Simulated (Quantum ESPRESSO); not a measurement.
In3As under changes of volume

One of the cells (25.489 Å³/atom); the others are scaled copies at fixed shape and fractional positions:

```
CELL_PARAMETERS angstrom
4.67168 0.00000 0.00000
0.00000 4.67168 0.00000
0.00000 0.00000 4.67168
ATOMIC_POSITIONS crystal
In 0.50000 0.50000 0.00000
In 0.50000 0.00000 0.50000
In 0.00000 0.50000 0.50000
As 0.00000 0.00000 0.00000
```

The cell comes from a database or a generator and needn't be the stable form of this composition.

| Item | Value |
| --- | --- |
| Program | Quantum ESPRESSO 7.5 |
| Functional | r2SCAN |
| Potentials or basis | SG15 PBE 1.2 |
| Cutoff | 952 eV |
| Density cutoff | 3810 eV |
| k mesh | 5 × 5 × 5 |
| Occupations | fermi-dirac, width 0.05 eV |
| Spin | no spin polarisation |

```tsv
volume (Å³/atom)	energy over the lowest point (meV/atom)	pressure (GPa)
23.960	?	?
24.470	1.88	0.9
24.980	0.00	-0.1
25.489	1.35	-1.1
25.999	5.61	-1.9
26.509	12.39	-2.6
27.019	21.42	-3.3
```

Question: What does the run at 23.960 Å³/atom give?

Answer: Energy over the lowest point 7.22 meV/atom; pressure 2.0 GPa.

Worked out: A Birch-Murnaghan fit of order 3 (a polynomial in V^(-2/3)) to the other rows has its minimum at 25.01 Å³/atom with B0 = V·E''(V) = 50 GPa and B' = 5.1. It gives 7.46 meV/atom at 23.960 Å³/atom, against the run's 7.22, and -dE/dV = 2.4 GPa, against 2.0.

Energies are extrapolated to zero smearing.

Caveats: the potentials were made for another functional, which shifts forces and pressure.
